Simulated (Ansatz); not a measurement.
# ZrN+ (singlet): the correlation ladder, def2-SVP

An exercise on one series of results from a longer session: the logs are not shown, and one member is left open.

Computed with Ansatz 0.2.0, Gaussian basis. Level: def2-SVP, core rule «outside noble gas», up to 5 orbitals frozen.

Plan: UHF; CCSD(T) on RHF; CISD; CCSDT(Q) on RHF.

13 further runs of the same task are left out: 6 for a known fault of the program, 3 that didn't finish, 4 set aside as unsound or not needed.

### What is computed

The geometry is a PBE0/def2-TZVP stationary point (not a proven minimum). No spin-orbit coupling is included. Elements past krypton take def2 core potentials.

2 atoms, charge 1, spin multiplicity 1.

Atoms are counted from 1 here; the program's logs count them from 0.

Bond lengths: Zr1–N2 1.647 Å.

Set-up of the first run:

in.yaml

```yaml
crystal:
  periodic: [false, false, false]
  atoms:
    - {symbol: Zr, position_ang: [0.000000, 0.000000, 0.000000]}
    - {symbol: N, position_ang: [0.000000, 0.000000, 1.647000]}
basis:
  gaussian: {orbitals: def2-SVP}
total_charge: 1
magnetization: {spin_polarized: true, initial_magnetization: 0}
hamiltonian: {xc: hf}
output: {orbitals: {seedname: orbitals}}
```

Started as:

```console
$ ansatz run in.yaml --threads 1 --pin off --events-out ev --progress --plain --max-ram 2393MiB
```

Steps of the session up to this table: UHF; CCSD(T) on RHF; CISD; CCSDT(Q) on RHF.

One table of the session follows, with a row left open; its other results are not shown here.

| method | from RCCSDT(Q) (kJ/mol) |
| --- | --- |
| RHF | +721.8 |
| RMP2 | -32.9 |
| RCCSD | +45.7 |
| RCCSD(T) | +6.4 |
| RCCSDT | ? |
| RCCSDT(Q) | 0 |

Q: Estimate the row for RCCSDT from the others.

As computed: from RCCSDT(Q) (kJ/mol): +7.0. In the column «from RCCSDT(Q) (kJ/mol)» it lies between RCCSD(T) (+6.4) and RCCSD (+45.7).

Not comparable, so not listed: CISD (they don't share determinant, frozen orbitals or solution with the rows shown, or repeat one).
